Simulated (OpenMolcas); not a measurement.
# Cu²⁺ among point charges: CASSCF and CASPT2 levels and susceptibility

How does a field of 6 point charges split the states of Cu²⁺, and what χT follows?

Method: state-averaged CASSCF and CASPT2, spin-orbit coupling by RASSI with atomic mean-field integrals. Code: OpenMolcas 26.06.

**1. The atom as given**

| Item | Value |
| --- | --- |
| Species | Cu²⁺ (copper, Z = 29, 27 electrons) |
| Basis | ANO-RCC-VDZP [5s4p2d1f], 34 functions |
| Scalar Hamiltonian | DKH2, point nucleus |
| Inactive shells | 1s 2s 2p 3s 3p |
| Active space | 9 electrons in 5 orbitals (3d) |
| Some configurations of this space | 3d⁹ |
| Orbitals | optimised for each spin and parity, averaged over all roots |

Outer shells as boxes (Hund's rule):

3d9
```
3d [↑↓][↑↓][↑↓][↑↓][↑ ]
```

The ion sits among 6 point charges of -1 e arranged as an octahedron (Oh), 1.73 Å from the ion.

The work runs as a chain of OpenMolcas steps in one folder; each step below is one input file. Labels, J, g values, rates, χT and fits are worked out afterwards by a script from the matrices that RASSI stores. The input lists half of the charges; inversion (Group=XYZ) makes the rest.

**2. GATEWAY and SEWARD: basis and integrals**

File a.inp:

```
&GATEWAY
Coord
1

Cu 0.0 0.0 0.0
Basis=ANO-RCC-VDZP
Group=XYZ
NoMove
AngMom=0.0 0.0 0.0
AMFI
XField
3 Angstrom 0
1.730000 0.000000 0.000000 -1.000000
0.000000 1.730000 0.000000 -1.000000
0.000000 0.000000 1.730000 -1.000000
&SEWARD
```

Launch:

```console
> OMP_NUM_THREADS=1 MOLCAS_MEM=1689 MOLCAS_PROJECT=a pymolcas a.inp > a.log
```

**3. CASSCF: doublets of even parity, 5 roots**

File a.inp:

```
&RASSCF
FileOrb=start.orb
Symmetry=1
Spin=2
nActEl=9 0 0
Inactive=3 6
Ras2=5 0
CIRoot=5 5 1
SDav=5
CIMx=300
Iter=120 100
PrWF=0.3
OrbListing=Nothing
MaxOrb=0
>>> COPY $Project.JobIph JOB001
```

start.orb holds the contracted functions of the basis, ordered by shell, or the orbitals of the step before.

**4. RASSI: spin-orbit coupling between the states**

File a.inp:

```
&RASSI
NrOfJobIphs=1 5
1 2 3 4 5
IphNames
JOB001
EJob
SpinOrbit
DIPRint=1.0
SOCoupling=1000.0
Subsets=2
Property=9
'ANGMOM' 1 'ANGMOM' 2 'ANGMOM' 3 'MLTPL  1' 1 'MLTPL  1' 2 'MLTPL  1' 3
'AMFI' 1 'AMFI' 2 'AMFI' 3
SOProperty=3
'ANGMOM' 1 'ANGMOM' 2 'ANGMOM' 3
```

**5. CASPT2: IPEA 0.25, imaginary shift 0.1 (closed shells correlated: 3s 3p)**

File a.inp:

```
>>> COPY JOB001 $Project.JobIph
&CASPT2
Multistate=5 1 2 3 4 5
NoMult
Frozen=2 3
IPEA=0.25
Imaginary=0.1
MaxIter=60
WThr=0.0 0.3 0.05
PrWF=0.5
NoMix
```

(Steps that only read results are left out.)

What does the calculation give? Wanted: spin-free ground state; first state of the same spin within the active space; lowest level; next level.

As calculated:

| quantity | value |
| --- | --- |
| method | SS-CASPT2, IPEA 0.25, imaginary shift 0.1 (closed shells correlated: 3s 3p) |
| spin-free ground state | 2E, 2-fold in its orbital part |
| first state of the same spin within the active space | 2T2 at 3880 cm⁻¹ |
| lowest level | 4-fold Γ8 |
| next level | 3285.3 cm⁻¹ |
| χT at 300 K | 0.76 cm³ K/mol |
| effective moment at 300 K | 2.47 μB |

Cost by method:

```
                                              method  time of its own steps  time with the reference
                                           A. CASSCF                  1.5 s                    1.5 s
B. SS-CASPT2, IPEA 0.25, imaginary shift 0.1, +3s 3p                  0.4 s                    1.9 s
```

Times are of one thread on a shared host.

What this shows: The spin-free ground state (2E) comes to 100 % from free-ion D terms and keeps the highest spin of the shell. χT at 300 K is 0.76, against 0.38 cm³ K/mol for the spin alone, so orbital moment adds to it. A ligand-field fit to the states below 45000 cm-1 gives 10Dq = 3878 cm-1, the gap between the two states. An orbital doublet at a regular site is open to a Jahn-Teller distortion, which this geometry leaves out. The field of point charges can differ much from that of real complexes. Point charges carry no covalency, so the field is a model and not that of real ligands.
